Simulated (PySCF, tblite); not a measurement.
# C₃H₁₀OSi₄: geometry, infrared bands and NMR shifts

Aim: predict the infrared bands and NMR shifts of C₃H₁₀OSi₄ (`C#C[Si@H]1[SiH2][Si@@H](OC)[SiH2]1`).

Programs: tblite 0.8.0 and PySCF 2.14.0, with density-fitted response routines of our own. Each step states its level of theory. These are calculated values for one molecule in the gas phase, unless marked as measured. Atoms count from 0, in the outputs and in this text.

## Step 1: The starting structure

18 atoms, charge 0, multiplicity 1; geometry from: force field or distance geometry start.

Bonds of the start (Å): C0–C1 1.21, C1–Si2 1.83, Si2–Si3 2.22, Si3–Si4 2.23, Si4–O5 1.73, O5–C6 1.39, Si4–Si7 2.21, Si7–Si2 2.24, C0–H8 1.06, Si2–H9 1.45, Si3–H10 1.48, Si3–H11 1.47, Si4–H12 1.45, C6–H13 1.11, C6–H14 1.12, C6–H15 1.11, Si7–H16 1.48, Si7–H17 1.46.

## Step 2: Geometry optimisation with GFN2-xTB

Job settings and geometry (Å):

```
{"job": {"kind": "relax", "xc": "GFN2-xTB", "basis": "xTB"}, "charge": 0, "multiplicity": 1}
C      3.344300     1.101200     0.781300
C      2.580700     0.166600     0.650800
Si     1.463300    -1.273400     0.450900
Si    -0.614900    -0.896800     1.139800
Si    -1.086600    -0.260700    -0.949900
O     -0.900600     1.458400    -0.999800
C     -1.927400     1.948000    -0.196000
Si     0.650300    -1.449200    -1.628900
H      3.995500     1.928400     0.904600
H      1.990500    -2.495900     1.029000
H     -1.405100    -2.102300     1.460000
H     -0.785300     0.182900     2.118100
H     -2.374600    -0.710400    -1.449300
H     -2.668200     2.454600    -0.852800
H     -2.464900     1.100300     0.308700
H     -1.562800     2.593700     0.630500
H      0.263900    -2.865100    -1.850800
H      1.493100    -0.874100    -2.668300
```

Launch:

```console
$ OMP_NUM_THREADS=1 python probes_run.py task.json out
```

This one command runs all jobs of the session in turn.

Log:

```text
step      E/eV     max force
  0    -608.16635    2.579
  1    -608.46715    2.785
  2    -608.44353    5.471
  3    -608.66988    1.020
  4    -608.76773    1.139
  5    -608.96067    2.270
  6    -609.08608    1.532
  7    -609.14786    0.623
  8    -609.19833    0.757
  9    -609.25533    1.319
 10    -609.29653    1.023
 11    -609.32347    0.418
 12    -609.33811    0.314
 13    -609.34903    0.476
 14    -609.36112    0.362
 15    -609.37179    0.295
 16    -609.38096    0.295
 17    -609.38921    0.295
 18    -609.39801    0.250
 19    -609.40653    0.262
 20    -609.41386    0.278
 21    -609.42056    0.245
 22    -609.42729    0.227
 23    -609.43475    0.227
 24    -609.44230    0.221
 25    -609.44832    0.194
 26    -609.45348    0.199
 27    -609.45903    0.206
 28    -609.46403    0.170
 29    -609.46769    0.183
 30    -609.47061    0.153
 31    -609.47349    0.148
 32    -609.47704    0.146
 33    -609.48195    0.188
 34    -609.48799    0.181
 35    -609.49427    0.187
 36    -609.50024    0.171
 37    -609.50559    0.182
 38    -609.51007    0.168
 39    -609.51361    0.103
 40    -609.51620    0.129
 41    -609.51821    0.119
 42    -609.52024    0.125
 43    -609.52249    0.119
 44    -609.52480    0.086
 45    -609.52584    0.086
 46    -609.52670    0.079
 47    -609.52728    0.056
 48    -609.52765    0.040
 49    -609.52790    0.041
 50    -609.52814    0.046
 51    -609.52841    0.042
 52    -609.52868    0.042
 53    -609.52892    0.043
 54    -609.52912    0.037
 55    -609.52931    0.038
 56    -609.52950    0.036
 57    -609.52966    0.030
 58    -609.52981    0.032
 59    -609.52998    0.038
 60    -609.53024    0.054
 61    -609.53059    0.058
 62    -609.53090    0.043
 63    -609.53108    0.030
 64    -609.53120    0.026
 65    -609.53134    0.038
 66    -609.53156    0.053
 67    -609.53186    0.064
 68    -609.53219    0.055
 69    -609.53249    0.049
 70    -609.53278    0.041
 71    -609.53307    0.041
 72    -609.53335    0.042
 73    -609.53358    0.030
 74    -609.53377    0.033
 75    -609.53395    0.039
 76    -609.53414    0.043
 77    -609.53432    0.032
 78    -609.53448    0.024
 79    -609.53459    0.023
 80    -609.53469    0.032
 81    -609.53482    0.036
 82    -609.53501    0.046
 83    -609.53523    0.048
 84    -609.53544    0.033
 85    -609.53562    0.032
 86    -609.53579    0.035
 87    -609.53595    0.042
 88    -609.53609    0.032
 89    -609.53619    0.024
 90    -609.53625    0.022
 91    -609.53632    0.025
 92    -609.53643    0.033
 93    -609.53661    0.037
 94    -609.53681    0.039
 95    -609.53696    0.031
 96    -609.53708    0.024
 97    -609.53717    0.025
 98    -609.53726    0.031
 99    -609.53735    0.027
100    -609.53745    0.030
101    -609.53757    0.032
102    -609.53776    0.042
103    -609.53806    0.063
104    -609.53844    0.068
105    -609.53880    0.057
106    -609.53900    0.044
107    -609.53922    0.032
108    -609.53938    0.031
109    -609.53969    0.076
110    -609.54013    0.085
111    -609.54064    0.108
112    -609.54131    0.115
113    -609.54182    0.053
114    -609.54214    0.061
115    -609.54246    0.050
116    -609.54297    0.077
117    -609.54370    0.067
118    -609.54487    0.124
119    -609.54624    0.166
120    -609.54402    0.334
121    -609.54898    0.059
122    -609.54995    0.062
123    -609.55010    0.305
124    -609.55246    0.085
125    -609.55341    0.088
126    -609.55334    0.282
127    -609.55563    0.075
128    -609.55626    0.061
129    -609.55712    0.140
130    -609.55777    0.087
131    -609.55817    0.036
132    -609.55875    0.037
133    -609.55899    0.050
134    -609.55939    0.062
135    -609.55989    0.078
136    -609.56055    0.077
137    -609.56109    0.056
138    -609.56142    0.041
139    -609.56163    0.033
140    -609.56181    0.034
141    -609.56194    0.030
142    -609.56206    0.029
143    -609.56217    0.029
144    -609.56225    0.038
145    -609.56236    0.043
146    -609.56250    0.042
147    -609.56264    0.041
148    -609.56279    0.051
149    -609.56295    0.047
150    -609.56314    0.028
151    -609.56333    0.044
152    -609.56352    0.053
153    -609.56365    0.045
154    -609.56378    0.047
155    -609.56391    0.030
156    -609.56407    0.021
157    -609.56413    0.019
158    -609.56421    0.017
159    -609.56426    0.015
160    -609.56432    0.017
161    -609.56439    0.017
162    -609.56448    0.021
163    -609.56455    0.020
164    -609.56461    0.021
165    -609.56468    0.015
166    -609.56475    0.019
167    -609.56480    0.018
168    -609.56485    0.014
169    -609.56488    0.014
170    -609.56490    0.012
171    -609.56492    0.006
```

Run time: 2.3 s. Hardware: 1 thread of Intel Xeon Platinum 8488C, shared host; peak memory 0.18 GiB.

Relaxation path: (not every step is listed) (the energy doesn't fall at every step)

```
step  energy from step 0 (eV)  largest force (eV/Å)
   0                   0.0000                2.5787
   1                  -0.3008                2.7853
   2                  -0.2772                5.4709
   3                  -0.5035                1.0198
   4                  -0.6014                1.1395
   5                  -0.7943                2.2695
   6                  -0.9197                1.5317
   7                  -0.9815                0.6232
   8                  -1.0320                0.7572
  23                  -1.2684                0.2269
  38                  -1.3437                0.1685
  53                  -1.3626                0.0426
  68                  -1.3658                0.0549
  83                  -1.3689                0.0478
  98                  -1.3709                0.0314
 113                  -1.3755                0.0530
 128                  -1.3899                0.0610
 143                  -1.3958                0.0287
 158                  -1.3979                0.0166
 166                  -1.3984                0.0194
 167                  -1.3985                0.0176
 168                  -1.3985                0.0144
 169                  -1.3985                0.0145
 170                  -1.3986                0.0123
 171                  -1.3986                0.0063
```

Close pairs (by a distance rule), those that changed most:

```
   bond  before (Å)  after (Å)  change (Å)
Si2–Si3       2.222      2.375      +0.153
Si2–Si7       2.240      2.373      +0.133
Si3–Si4       2.235      2.361      +0.126
Si4–Si7       2.211      2.337      +0.125
 Si4–O5       1.730      1.639      -0.091
 C6–H14       1.123      1.094      -0.029
Si4–H12       1.453      1.480      +0.027
 Si2–H9       1.451      1.476      +0.025
```

The final coordinates are the input of the step that follows.

## Step 3: Harmonic vibrations with GFN2-xTB

Job settings and geometry (Å):

```
{"job": {"kind": "ir", "xc": "GFN2-xTB", "basis": "xTB"}, "charge": 0, "multiplicity": 1}
C      3.545433     0.762478     1.207867
C      2.780138    -0.121579     0.922429
Si     1.542740    -1.418293     0.453179
Si    -0.608718    -0.980327     1.358213
Si    -1.354373    -0.482977    -0.825970
O     -1.314606     1.130596    -1.109578
C     -2.126041     2.102204    -0.540066
Si     0.688452    -1.149199    -1.744630
H      4.226156     1.523943     1.463190
H      2.250089    -2.659920     0.824522
H     -1.235203    -2.138403     2.016897
H     -0.699903     0.060010     2.397692
H     -2.689935    -0.968372    -1.238964
H     -3.176406     1.932909    -0.792069
H     -2.025584     2.100317     0.549350
H     -1.819346     3.075316    -0.925442
H      0.571130    -2.442655    -2.442566
H      1.437218    -0.319727    -2.696195
```

Log:

```text
mode    cm-1     km/mol
  1      25.4      0.07
  2      71.5      0.11
  3      73.6      0.57
  4      92.8      2.39
  5      96.5      0.38
  6     118.7      0.66
  7     153.1      6.16
  8     218.0      8.25
  9     240.9      2.27
 10     245.0     18.73
 11     268.4     14.35
 12     295.6      0.48
 13     343.3     34.62
 14     352.9      7.10
 15     363.7      1.56
 16     378.9      0.51
 17     393.4      3.12
 18     419.2     11.68
 19     454.0      2.29
 20     472.6     15.40
 21     549.6    188.20
 22     576.3    187.16
 23     607.8    609.85
 24     629.6     61.45
 25     664.1     49.99
 26     674.7     11.14
 27     684.2    110.20
 28     692.1     26.60
 29     741.2     90.81
 30     822.3    474.47
 31     839.5     27.26
 32    1122.6    170.99
 33    1138.7      6.69
 34    1149.8     24.76
 35    1423.5      0.33
 36    1491.5      3.43
 37    1495.0      1.07
 38    2055.0    378.50
 39    2110.0    203.84
 40    2131.0     94.29
 41    2141.4    842.47
 42    2154.5    266.90
 43    2186.3     15.75
 44    2190.0    300.01
 45    2935.1     41.99
 46    2951.6     41.58
 47    2991.9     35.38
 48    3344.7      2.23
```

Run time: 1.3 s. Hardware: 1 thread of Intel Xeon Platinum 8488C, shared host; peak memory 0.18 GiB.

The strongest bands and the atoms that carry them (share of the mass-weighted mode):

```
cm⁻¹  km/mol                                   atoms
 550   188.2                       H9 52 %, H11 10 %
 608   609.9   H9 26 %, H16 25 %, H17 14 %, H10 11 %
 822   474.5  H16 35 %, H17 33 %, H11 13 %, H10 13 %
2055   378.5                                H12 96 %
2110   203.8                                 H9 91 %
2141   842.5            H11 63 %, H16 16 %, H10 11 %
2154   266.9                      H10 79 %, H11 18 %
2190   300.0                                H17 94 %
```

## Step 4: NMR shieldings: PBE0/pcSseg-1

Settings changed since step 3:

```diff
@@ -1,2 +1,2 @@
-{"job": {"kind": "ir", "xc": "GFN2-xTB", "basis": "xTB"}, "charge": 0, "multiplicity": 1}
+{"job": {"kind": "nmr", "xc": "PBE0", "basis": "pcSseg-1"}, "charge": 0, "multiplicity": 1}
 C      3.545433     0.762478     1.207867
```

Method: GIAO PBE0/pcSseg-1 NMR shielding, non-relativistic, gas phase.

Log:

```text
coarse grid: 17040 points
cycle   1  E = -1352.5387514193  dE =  7.068e-01  |g| = 7.293e-01  |ddm| = 4.023e+00
cycle   2  E = -1352.3465603687  dE =  1.922e-01  |g| = 1.216e+00  |ddm| = 2.217e+00
cycle   3  E = -1352.6429063522  dE = -2.963e-01  |g| = 1.266e-01  |ddm| = 1.657e+00
cycle   4  E = -1352.6459086017  dE = -3.002e-03  |g| = 4.351e-02  |ddm| = 1.737e-01
cycle   5  E = -1352.6463852495  dE = -4.766e-04  |g| = 1.394e-02  |ddm| = 6.449e-02
cycle   6  E = -1352.6464237479  dE = -3.850e-05  |g| = 9.152e-03  |ddm| = 2.054e-02
cycle   7  E = -1352.6464444690  dE = -2.072e-05  |g| = 1.346e-03  |ddm| = 7.166e-03
cycle   8  E = -1352.6464450275  dE = -5.585e-07  |g| = 2.234e-04  |ddm| = 2.148e-03
final grid: 146256 points
cycle   9  E = -1352.7021912799  dE = -2.229e-05  |g| = 8.687e-03  |ddm| = 2.667e-02
cycle  10  E = -1352.7021797152  dE =  1.156e-05  |g| = 1.191e-02  |ddm| = 1.471e-02
cycle  11  E = -1352.7022049362  dE = -2.522e-05  |g| = 1.386e-03  |ddm| = 9.382e-03
cycle  12  E = -1352.7022053413  dE = -4.050e-07  |g| = 2.117e-04  |ddm| = 1.761e-03
cycle  13  E = -1352.7022053512  dE = -9.912e-09  |g| = 6.102e-05  |ddm| = 2.905e-04
cycle  14  E = -1352.7022053516  dE = -4.347e-10  |g| = 4.493e-05  |ddm| = 8.427e-05
cycle  15  E = -1352.7022053521  dE = -4.943e-10  |g| = 8.031e-06  |ddm| = 3.697e-05
converged SCF energy = -1352.7022053521

GIAO shielding tensors (ppm)
atom      isotropic    diamagn.    paramagn.     s11        s22        s33       span
  0 C       77.789     260.629    -182.840     -2.749     -0.520    236.637    239.386
  1 C      101.610     261.345    -159.736      3.617      9.386    291.826    288.208
  2 Si     427.642     880.985    -453.343    395.121    417.269    470.537     75.417
  3 Si     442.969     881.817    -438.847    387.822    429.519    511.567    123.745
  4 Si     326.027     880.411    -554.384    246.412    323.940    407.730    161.318
  5 O      349.346     399.604     -50.258    276.601    379.656    391.782    115.181
  6 C      131.479     242.376    -110.896    104.120    105.363    184.955     80.835
  7 Si     430.504     881.259    -450.755    360.300    434.503    496.710    136.410
  8 H       29.467      33.244      -3.777     24.493     24.668     39.241     14.748
  9 H       26.700      28.098      -1.398     23.014     25.163     31.923      8.910
 10 H       27.783      29.921      -2.138     24.347     25.615     33.387      9.040
 11 H       27.232      30.316      -3.084     23.956     25.383     32.358      8.402
 12 H       25.364      29.342      -3.978     22.283     24.039     29.769      7.485
 13 H       28.248      27.360       0.888     24.361     25.457     34.926     10.565
 14 H       28.130      30.209      -2.079     23.643     27.015     33.731     10.088
 15 H       27.650      28.272      -0.622     23.285     25.238     34.428     11.143
 16 H       27.648      29.469      -1.821     24.474     25.649     32.822      8.348
 17 H       27.311      29.480      -2.169     23.886     25.020     33.027      9.141
```

It took 54 s on 1 thread of Intel Xeon Platinum 8488C, shared host; peak memory 1.1 GiB.

Shifts follow as δ = σ(reference) − σ, with reference shieldings (ppm) from runs at the same level and on the same kind of geometry: 1H TMS 31.72, 13C TMS 186.9, 29Si TMS 349.2, 17O H2O 336.1. The references are single molecules in the gas phase, so shifts against H2O, NH3, PH3, H3PO4 or CFCl3 are not on the usual liquid scales and can be off by tens of ppm. Atoms listed in one row are averaged.

```
        atoms                                                    environment  σ (ppm)  δ (ppm)  δ scaled to CDCl3
           C0                                         terminal alkyne carbon     77.8    109.1              104.6
           C1                                                  alkyne carbon    101.6     85.3               81.4
           C6                                      methyl carbon bonded to O    131.5     55.4               52.2
          H12  hydrogen on a silicon bonded to O, 2 Si, in a 4-membered ring    25.36     6.35                  –
           H9  hydrogen on a silicon bonded to C, 2 Si, in a 4-membered ring    26.70     5.02                  –
     H11, H17     hydrogen on a silicon bonded to 2 Si, in a 4-membered ring    27.27     4.45                  –
     H10, H16     hydrogen on a silicon bonded to 2 Si, in a 4-membered ring    27.72     4.00                  –
H13, H14, H15                        hydrogen on a methyl carbon bonded to O    28.01     3.71               3.60
           H8                           hydrogen on a terminal alkyne carbon    29.47     2.25               2.23
          Si4             silicon bonded to O, 2 Si, H, in a 4-membered ring    326.0     23.1                  –
          Si2             silicon bonded to C, 2 Si, H, in a 4-membered ring    427.6    -78.5                  –
     Si3, Si7              silicon bonded to 2 Si, 2 H, in a 4-membered ring    436.7    -87.6                  –
           O5                                         oxygen bonded to C, Si    349.3    -13.3                  –
```

The scaled column applies a straight-line fit of computed shieldings to shifts measured in CDCl3 (root-mean-square error 0.16 ppm for H, 1.9 ppm for C).

Charges from the same density, by scheme (e):

```
   atoms  Mulliken    IAO  Hirshfeld  ESP fit
      C0     -0.21  -0.20      -0.09    -0.38
      C1     -0.14  -0.30      -0.16    -0.11
     Si2      0.18   0.35       0.20     0.21
Si3, Si7      0.06   0.12       0.14     0.04
     Si4      0.45   0.62       0.25     0.34
      O5     -0.64  -0.63      -0.23    -0.33
      C6      0.00  -0.20      -0.03    -0.10
```

Mayer bond orders: C0–C1 2.55, C1–Si2 0.89, Si2–Si3 0.84, Si3–Si4 0.84, Si4–O5 0.91, O5–C6 0.91, Si4–Si7 0.87, Si7–Si2 0.85.

Ring of atoms Si2, Si3, Si4, Si7: NICS(0) 3.3, NICS(1) -0.3, NICS(1)zz 5.8 ppm (means of both faces; NICS(1) differs between them: -1.4 and 0.8).

The fields below are evaluated on a grid from the run's orbitals.

Frontier orbitals at PBE0/pcSseg-1, with the share of their density that lies nearest to each atom:

```
orbital  energy (eV)                                                            lies on
   HOMO        -7.13                       Si3 21 %; Si2, Si4 about 13 % each; Si7 11 %
   LUMO        -1.71  Si4 16 %; Si2, Si3, Si7 about 11 % each; 5 H atoms about 6 % each
```

ELF in a plane through or near 4 of the atoms.

Ten even steps from '0' (0.00) to '9' (1.00):
```
0000000000000000000000000000
0000000000000000000000000000
0000000000000000000000000000
0000034000000000000000000000
0000599521000000000000000000
0000488665310000011100000000
0001463387420000037751000000
0003578777510000027635651000
0002467437510000334249998000
0000246899520001676359997000
0000001531141022366204861000
0000002311284360822200000000
0000146655895582518982000000
0000034434553477489998100000
0000000000123222379995000000
0000000000034200002430000000
0000000000022100000000000000
0000000000000000000000000000
0000000000000000000000000000
0000000000000000000000000000
```
The map spans 12.7 Å across and 11.3 Å up, centred on the molecule. Atoms in the plane (x, y in Å): C1 (-2.8, 1.0), Si4 (1.2, -1.1), C6 (2.8, 1.1), H13 (3.7, 0.6).

log10 of the density (e/Å³) in the same plane.

Ten even steps from '0' (-4.0) to '9' (1.5):
```
0000000000000000000000000000
0000000000000000000000000000
0000111110000000000000000000
0001233332100000000000000000
0013455543320000112222100000
0023567665431001234443321000
0124567776442112356665432000
0124567876543223457776543100
0023456987643334567777754200
0013456776654445677667654100
0002345667665556676655443100
0002345667766667986543321000
0002345566666666876653210000
0001234455555566666654210000
0001123334455544555543210000
0000011223344433333332100000
0000000112233322222211000000
0000000001122211000000000000
0000000000000000000000000000
0000000000000000000000000000
```
The map spans 12.7 Å across and 11.3 Å up, centred on the molecule. Atoms in the plane (x, y in Å): C1 (-2.8, 1.0), Si4 (1.2, -1.1), C6 (2.8, 1.1), H13 (3.7, 0.6).

On the surface of density 0.002 e/bohr³ the electrostatic potential runs, from the 1st to the 99th percentile, from -1.01 V near O5 to 1.51 V near Si4.

## Step 5: What came out

```
                                                                quantity                                   value
                               strongest single infrared mode (GFN2-xTB)                   2141 cm⁻¹, 842 km/mol
                                            zero-point energy (GFN2-xTB)                           68.0 kcal/mol
                                  13C shifts against TMS (PBE0/pcSseg-1)                   109.1, 85.3, 55.4 ppm
  1H shifts against TMS (PBE0/pcSseg-1, means over atoms taken as alike)  6.35, 5.02, 4.45, 4.00, 3.71, 2.25 ppm
29Si shifts against TMS (PBE0/pcSseg-1, means over atoms taken as alike)                  23.1, -78.5, -87.6 ppm
                                  17O shifts against H2O (PBE0/pcSseg-1)                               -13.3 ppm
                                   surface potential, 1st and 99th percentile                      -1.01 V and 1.51 V
```

What this shows: The optimisation took 171 steps and gained 1.399 eV; among the close pairs (by a distance rule), Si2–Si3 changed most, from 2.222 to 2.375 Å. No mode is imaginary among the 48: a minimum at this level. The strongest single mode, at 2141 cm⁻¹, moves mainly H11. GFN2-xTB is a fitted tight-binding method: band positions and strengths are rough. Its intensities can rank the bands wrongly. At PBE0/pcSseg-1: Shielding is most anisotropic at C1 (span 288 ppm, paramagnetic term -160 ppm). At PBE0/pcSseg-1, counted by nearest atom on the grid, the HOMO lies on Si3 21 %; Si2, Si4 about 13 % each, the LUMO on Si4 16 %; Si2, Si3, Si7 about 11 % each.
